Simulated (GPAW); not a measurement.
Set up this calculation in GPAW 26.7.0, as an ASE script.

| Quantity | Value |
| --- | --- |
| Task | single point |
| Functional | PBEsol |
| Potentials or basis | PAW data sets generated in the run's folder for this functional |
| Cutoff | 600 eV |
| Basis | pw |
| k mesh | 7 × 7 × 4 |
| Occupations | fermi-dirac, width 0.05 eV |
| Spin | no spin polarisation |
| Maxiter | 150 |

Crystal: NbSi2.

```
Nb Si
1.0
     4.81900    0.00000    0.00000
    -2.40950    4.17338    0.00000
     0.00000    0.00000    6.59200
Nb Si
3 6
Direct
  0.00000 0.50000 0.16667
  0.50000 0.50000 0.83333
  0.50000 0.00000 0.50000
  0.31980 0.15990 0.16667
  0.15990 0.84010 0.83333
  0.84010 0.68020 0.50000
  0.68020 0.84010 0.16667
  0.84010 0.15990 0.83333
  0.15990 0.31980 0.50000
```

One way to write it, as run:

run.py

```python
from ase import Atoms
from ase.dft.bandgap import bandgap
from ase.io import write
from ase.units import Bohr, GPa
from gpaw import GPAW, PW, setup_paths
from gpaw.elf import elf_from_dft_calculation

setup_paths.insert(0, '.')

atoms = Atoms(['Nb', 'Nb', 'Nb', 'Si', 'Si', 'Si', 'Si', 'Si', 'Si'],
              cell=[[4.819, 0.0, 0.0],
                    [-2.4095, 4.1733764208, 0.0],
                    [0.0, 0.0, 6.592]],
              scaled_positions=[[0.0, 0.5, 0.1666666667],
                                [0.5, 0.5, 0.8333333333],
                                [0.5, 0.0, 0.5],
                                [0.3198, 0.1599, 0.1666666667],
                                [0.1599, 0.8401, 0.8333333333],
                                [0.8401, 0.6802, 0.5],
                                [0.6802, 0.8401, 0.1666666667],
                                [0.8401, 0.1599, 0.8333333333],
                                [0.1599, 0.3198, 0.5]],
              pbc=True)

calc = GPAW(mode=PW(600),
            xc='PBEsol',
            kpts={'size': (7, 7, 4), 'gamma': True},
            occupations={'name': 'fermi-dirac', 'width': 0.05},
            nbands=57,
            convergence={'density': 1e-05, 'energy': 1e-05},
            maxiter=150,
            txt='gpaw.txt')
atoms.calc = calc
energy = atoms.get_potential_energy()
forces = atoms.get_forces()
stress = atoms.get_stress()
calc.write('gs.gpw')
write('result.traj', atoms)
print(f'Energy: {energy:.6f} eV')
print('Forces (eV/A):')
print(forces.round(4))
print('Stress (GPa):', (stress / GPa).round(3))
print('Fermi level:', round(calc.get_fermi_level(), 4), 'eV')
print(f'Gap: {bandgap(calc)[0]:.4f} eV, direct: {bandgap(calc, direct=True)[0]:.4f} eV')

# fields on the real-space grid
write('density.cube', atoms, data=calc.get_pseudo_density() * Bohr**3)
write('potential.cube', atoms, data=calc.get_electrostatic_potential())
write('elf.cube', atoms, data=elf_from_dft_calculation(calc).data)
```

Potentials or basis: PAW data sets generated in the run's folder for this functional, pw.

Command:

```console
$ gpaw-setup -f PBEsol Nb Si
$ OMP_NUM_THREADS=1 python run.py
```

It gave:

| Quantity | Value |
| --- | --- |
| Pressure | -4.0 GPa |
| Largest force | 0.016 eV/Å |
| Band gap on the k mesh | none (metal or under the smearing width) |

Run time: 2.3 min on 1 thread of Intel(R) Xeon(R) 6975P-C (Granite Rapids) (shared host), peak memory 0.45 GiB.
